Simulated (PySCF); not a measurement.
# Co: interval between two levels with spin-orbit coupling

Aim: the interval between two levels of cobalt from differences of total energies, at each level of theory, and how far each lands from the tabulated value where there is one.

Method: two-component X2C-1e, generalised determinants. Code: PySCF 2.14.0.

## 1. What is computed

| Item | Value |
| --- | --- |
| Element | cobalt (Z = 27) |
| Basis | x2c-SVPall-2c with one added diffuse shell each of s, d type (6s5p4d1f, 48 functions) |
| Hamiltonian | two-component X2C-1e, Gaussian nucleus, no Breit or QED terms; spin-orbit coupling, run by run: off; screened by Boettger's factors |
| Core shells frozen in the correlated runs | [Ne] (for Co) |
| State 1 | Co 3d7 4s2 4F9/2: [Ar] 3d7 4s2; 3d3/2 filled at m_j = +1/2, +3/2; 3d5/2 filled at m_j = -3/2, -1/2, +1/2, +3/2, +5/2 |
| State 2 | Co 3d8 4s1 4F9/2: [Ar] 3d8 4s1; 3d3/2 filled at m_j = -1/2, +1/2, +3/2; 3d5/2 filled at m_j = -3/2, -1/2, +1/2, +3/2, +5/2; 4s1/2 filled at m_j = +1/2 |
| Methods | GHF, GMP2 |

The outer shells:

Co [Ar] 3d7 4s2
```
[Ar] core
3d [↑↓][↑↓][↑ ][↑ ][↑ ]
4s [↑↓]
```

Co [Ar] 3d8 4s1
```
[Ar] core
3d [↑↓][↑↓][↑↓][↑ ][↑ ]
4s [↑ ]
```

A driver program built on PySCF's X2C-1e integrals ran all steps in one process from the settings above; there is no separate input file.

It was started by

```
$ OMP_NUM_THREADS=1 python sorun2.py TASK.json OUT
```

The integrals over 48 functions and the set-up took 0.53 s of CPU time.

## 2. Co 3d7 4s2 4F9/2: the ladder of methods

#### GHF (spin-free)

The log of the run:

```text
cycle= 1 E= -1391.6463944817  delta_E= -1.39e+03  |FDS-SDF|= 0.0237
cycle= 2 E= -1391.6521492172  delta_E= -0.00575  |FDS-SDF|= 0.00909
cycle= 3 E= -1391.6534517438  delta_E= -0.0013  |FDS-SDF|= 0.0037
cycle= 4 E= -1391.6537622229  delta_E= -0.00031  |FDS-SDF|= 0.000943
cycle= 5 E= -1391.6538092012  delta_E= -4.7e-05  |FDS-SDF|= 7.84e-05
cycle= 6 E= -1391.6538096037  delta_E= -4.02e-07  |FDS-SDF|= 2.12e-05
cycle= 7 E= -1391.6538096474  delta_E= -4.38e-08  |FDS-SDF|= 7.11e-06
cycle= 8 E= -1391.6538096537  delta_E= -6.28e-09  |FDS-SDF|= 3.49e-06
cycle= 9 E= -1391.6538096550  delta_E= -1.26e-09  |FDS-SDF|= 6.73e-07
```

Time after the integrals: 0.42 s (1 thread of Neoverse-V1, shared host).

Occupied spinors (without spin-orbit coupling the j labels only name the start):

```
spinor shell  electrons  mean energy (eV)  weight of the nominal j  rms radius (bohr)
       1s1/2          2           -7774.3                    1.000             0.0649
       2s1/2          2           -964.83                    1.000              0.276
       2p3/2          4           -822.62                    0.833              0.249
       2p1/2          2           -823.22                    0.667              0.249
       3s1/2          2           -125.82                    1.000              0.832
       3p3/2          4           -81.616                    0.833              0.892
       3p1/2          2           -84.100                    0.667              0.892
       3d5/2          5           -19.222                    0.600               1.15
       3d3/2          2           -15.336                    0.700               1.22
       4s1/2          2            -7.403                    1.000               3.38
```

M_J = 9/2, ⟨J²⟩ = 24.764, ⟨L²⟩ = 12.004, ⟨S²⟩ = 3.761.

#### GMP2 (spin-free)

This step left no log, only its results.

Time after the integrals: 0.25 s (1 thread of Neoverse-V1, shared host).

With 17 electrons correlated and 6 very high virtual spinors dropped, the MP2 correlation energy is -0.32445 hartree. Largest pairs: 3d3/2-3d5/2 -0.0657, 3d5/2-3p3/2 -0.0585, 3d5/2-3d5/2 -0.0468, 3d3/2-3p3/2 -0.0238, 3p3/2-3p3/2 -0.0233.

#### GHF (screened spin-orbit)

The log of the run:

```text
cycle= 1 E= -1391.6681281325  delta_E= -1.39e+03  |FDS-SDF|= 0.0239
cycle= 2 E= -1391.6739105641  delta_E= -0.00578  |FDS-SDF|= 0.00915
cycle= 3 E= -1391.6752251430  delta_E= -0.00131  |FDS-SDF|= 0.00373
cycle= 4 E= -1391.6755476095  delta_E= -0.000322  |FDS-SDF|= 0.00109
cycle= 5 E= -1391.6756215200  delta_E= -7.39e-05  |FDS-SDF|= 0.000505
cycle= 6 E= -1391.6756396744  delta_E= -1.82e-05  |FDS-SDF|= 0.000436
cycle= 7 E= -1391.6756882343  delta_E= -4.86e-05  |FDS-SDF|= 0.000171
cycle= 8 E= -1391.6756958367  delta_E= -7.6e-06  |FDS-SDF|= 3.15e-05
cycle= 9 E= -1391.6756959822  delta_E= -1.46e-07  |FDS-SDF|= 1.56e-05
cycle= 10 E= -1391.6756960122  delta_E= -2.99e-08  |FDS-SDF|= 9.13e-06
cycle= 11 E= -1391.6756960203  delta_E= -8.19e-09  |FDS-SDF|= 6.06e-06
cycle= 12 E= -1391.6756960260  delta_E= -5.65e-09  |FDS-SDF|= 3.75e-06
cycle= 13 E= -1391.6756960284  delta_E= -2.45e-09  |FDS-SDF|= 1.65e-06
cycle= 14 E= -1391.6756960289  delta_E= -5.09e-10  |FDS-SDF|= 4.82e-07
```

It took 0.56 s on 1 thread of Neoverse-V1, shared host, the integrals not counted.

The outer occupied spinors:

```
spinor shell  electrons  mean energy (eV)  weight of the nominal j  rms radius (bohr)
       2p1/2          2           -833.42                    0.996              0.247
       2p3/2          4           -817.57                    0.998              0.250
       3s1/2          2           -125.80                    1.000              0.832
       3p3/2          4           -81.284                    0.818              0.893
       3p1/2          2           -84.750                    0.636              0.890
       3d5/2          5           -19.203                    0.580               1.15
       3d3/2          2           -15.389                    0.678               1.22
       4s1/2          2            -7.402                    1.000               3.38
```

M_J = 9/2, ⟨J²⟩ = 24.764, ⟨L²⟩ = 12.019, ⟨S²⟩ = 3.755. Rows whose weight is well below 1 mix j = l ± 1/2: exchange competes with spin-orbit coupling there.

#### GMP2 (screened spin-orbit)

This step left no log, only its results.

It took 0.21 s on 1 thread of Neoverse-V1, shared host, the integrals not counted.

With 17 electrons correlated and 6 very high virtual spinors dropped, the MP2 correlation energy is -0.32450 hartree. Largest pairs: 3d3/2-3d5/2 -0.0656, 3d5/2-3p3/2 -0.0585, 3d5/2-3d5/2 -0.0469, 3d3/2-3p3/2 -0.0238, 3p3/2-3p3/2 -0.0231.

## 3. Co 3d8 4s1 4F9/2, method by method

#### GHF (spin-free)

The log of the run:

```text
cycle= 1 E= -1391.5778337469  delta_E= -1.39e+03  |FDS-SDF|= 0.0199
cycle= 2 E= -1391.5824048499  delta_E= -0.00457  |FDS-SDF|= 0.0126
cycle= 3 E= -1391.5843974809  delta_E= -0.00199  |FDS-SDF|= 0.00394
cycle= 4 E= -1391.5848728367  delta_E= -0.000475  |FDS-SDF|= 0.00103
cycle= 5 E= -1391.5849729545  delta_E= -0.0001  |FDS-SDF|= 0.000184
cycle= 6 E= -1391.5849747699  delta_E= -1.82e-06  |FDS-SDF|= 7.27e-05
cycle= 7 E= -1391.5849753081  delta_E= -5.38e-07  |FDS-SDF|= 3.03e-05
cycle= 8 E= -1391.5849754401  delta_E= -1.32e-07  |FDS-SDF|= 2.31e-05
cycle= 9 E= -1391.5849755933  delta_E= -1.53e-07  |FDS-SDF|= 1.55e-05
cycle= 10 E= -1391.5849757012  delta_E= -1.08e-07  |FDS-SDF|= 3.67e-06
cycle= 11 E= -1391.5849757049  delta_E= -3.65e-09  |FDS-SDF|= 9.18e-07
cycle= 12 E= -1391.5849757050  delta_E= -6.18e-11  |FDS-SDF|= 1.66e-07
```

Time after the integrals: 0.5 s (1 thread of Neoverse-V1, shared host).

Occupied spinors (without spin-orbit coupling the j labels only name the start):

```
spinor shell  electrons  mean energy (eV)  weight of the nominal j  rms radius (bohr)
       1s1/2          2           -7768.1                    1.000             0.0649
       2s1/2          2           -958.19                    1.000              0.276
       2p1/2          2           -816.79                    0.667              0.249
       2p3/2          4           -816.01                    0.833              0.249
       3s1/2          2           -119.83                    1.000              0.835
       3p1/2          2           -78.557                    0.667              0.897
       3p3/2          4           -76.036                    0.833              0.897
       3d5/2          5           -11.881                    0.640               1.31
       3d3/2          3           -10.901                    0.667               1.33
       4s1/2          1            -6.465                    1.000               3.69
```

M_J = 9/2, ⟨J²⟩ = 24.761, ⟨L²⟩ = 12.008, ⟨S²⟩ = 3.753.

#### GMP2 (spin-free)

This step left no log, only its results.

It took 0.21 s on 1 thread of Neoverse-V1, shared host, the integrals not counted.

With 17 electrons correlated and 6 very high virtual spinors dropped, the MP2 correlation energy is -0.38859 hartree. Largest pairs: 3d3/2-3d5/2 -0.1081, 3d5/2-3d5/2 -0.0692, 3d5/2-3p3/2 -0.0534, 3d3/2-3p3/2 -0.0312, 3d3/2-3d3/2 -0.0234.

#### GHF (screened spin-orbit)

The log of the run:

```text
cycle= 1 E= -1391.5991855326  delta_E= -1.39e+03  |FDS-SDF|= 0.0202
cycle= 2 E= -1391.6038305191  delta_E= -0.00464  |FDS-SDF|= 0.0128
cycle= 3 E= -1391.6058550319  delta_E= -0.00202  |FDS-SDF|= 0.004
cycle= 4 E= -1391.6063387719  delta_E= -0.000484  |FDS-SDF|= 0.00107
cycle= 5 E= -1391.6064470555  delta_E= -0.000108  |FDS-SDF|= 0.000322
cycle= 6 E= -1391.6064537154  delta_E= -6.66e-06  |FDS-SDF|= 0.000236
cycle= 7 E= -1391.6064610423  delta_E= -7.33e-06  |FDS-SDF|= 0.000151
cycle= 8 E= -1391.6064652651  delta_E= -4.22e-06  |FDS-SDF|= 7.1e-05
cycle= 9 E= -1391.6064662097  delta_E= -9.45e-07  |FDS-SDF|= 1.46e-05
cycle= 10 E= -1391.6064662340  delta_E= -2.43e-08  |FDS-SDF|= 4.73e-06
cycle= 11 E= -1391.6064662363  delta_E= -2.27e-09  |FDS-SDF|= 3.42e-06
cycle= 12 E= -1391.6064662386  delta_E= -2.28e-09  |FDS-SDF|= 2.53e-06
cycle= 13 E= -1391.6064662408  delta_E= -2.19e-09  |FDS-SDF|= 1.49e-06
cycle= 14 E= -1391.6064662416  delta_E= -8.32e-10  |FDS-SDF|= 6.24e-07
```

Time after the integrals: 0.56 s (1 thread of Neoverse-V1, shared host).

The outer occupied spinors:

```
spinor shell  electrons  mean energy (eV)  weight of the nominal j  rms radius (bohr)
       2p1/2          2           -826.79                    0.999              0.247
       2p3/2          4           -811.07                    0.999              0.250
       3s1/2          2           -119.82                    1.000              0.835
       3p1/2          2           -80.268                    0.785              0.894
       3p3/2          4           -75.174                    0.892              0.899
       3d5/2          5           -11.855                    0.624               1.31
       3d3/2          3           -10.946                    0.645               1.33
       4s1/2          1            -6.465                    1.000               3.69
```

M_J = 9/2, ⟨J²⟩ = 24.761, ⟨L²⟩ = 12.013, ⟨S²⟩ = 3.752. Rows whose weight is well below 1 mix j = l ± 1/2: exchange competes with spin-orbit coupling there.

#### GMP2 (screened spin-orbit)

This step left no log, only its results.

It took 0.21 s on 1 thread of Neoverse-V1, shared host, the integrals not counted.

With 17 electrons correlated and 6 very high virtual spinors dropped, the MP2 correlation energy is -0.38863 hartree. Largest pairs: 3d3/2-3d5/2 -0.1081, 3d5/2-3d5/2 -0.0693, 3d5/2-3p3/2 -0.0548, 3d3/2-3p3/2 -0.0305, 3d3/2-3d3/2 -0.0233.

## 4. Differences of total energies

Interval between two levels: Co [Ar] 3d7 4s2 [3d3/2^2 3d5/2^5, M_J = 9/2] → Co [Ar] 3d8 4s1 [3d3/2^3 3d5/2^5 4s1/2^1, M_J = 9/2].

```
                    method  value (eV)  error (eV)  CPU time, both states (s)
           GHF (spin-free)       1.873      +1.441                       0.92
          GMP2 (spin-free)       0.128      -0.304                        1.4
 GHF (screened spin-orbit)       1.884      +1.452                        1.1
GMP2 (screened spin-orbit)       0.139      -0.293                        1.5
```

Reference: 0.432 eV (measured; NIST Handbook of Basic Atomic Spectroscopic Data (Sansonetti and Martin, J. Phys. Chem. Ref. Data 34, 1559 (2005))).

Times are CPU seconds on a shared host without the integrals; correlated rows include their Hartree-Fock run.

## 5. What came out

| quantity | value |
| --- | --- |
| interval between two levels, Co → 3d8 4s1 4F9/2 | GHF (spin-free) 1.873, GMP2 (screened spin-orbit) 0.139 eV; reference 0.432 |

Accuracy against cost (mean over 1 difference):

```
                    method  mean absolute miss against the measured value (with the measured fine structure taken into account where it is known) (eV)  CPU time, both states (s)
           GHF (spin-free)                                                                                                                       1.441                       0.92
          GMP2 (spin-free)                                                                                                                       0.304                        1.4
 GHF (screened spin-orbit)                                                                                                                       1.452                        1.1
GMP2 (screened spin-orbit)                                                                                                                       0.293                        1.5
```

In words: Against experiment GMP2 (screened spin-orbit) comes closest (off by 0.29 eV), level with GMP2 (spin-free) and GHF (screened spin-orbit) is farthest (1.45 eV). Spin-orbit coupling moves the difference by +0.011 eV at GMP2. The basis is finite, and no extrapolation was made.
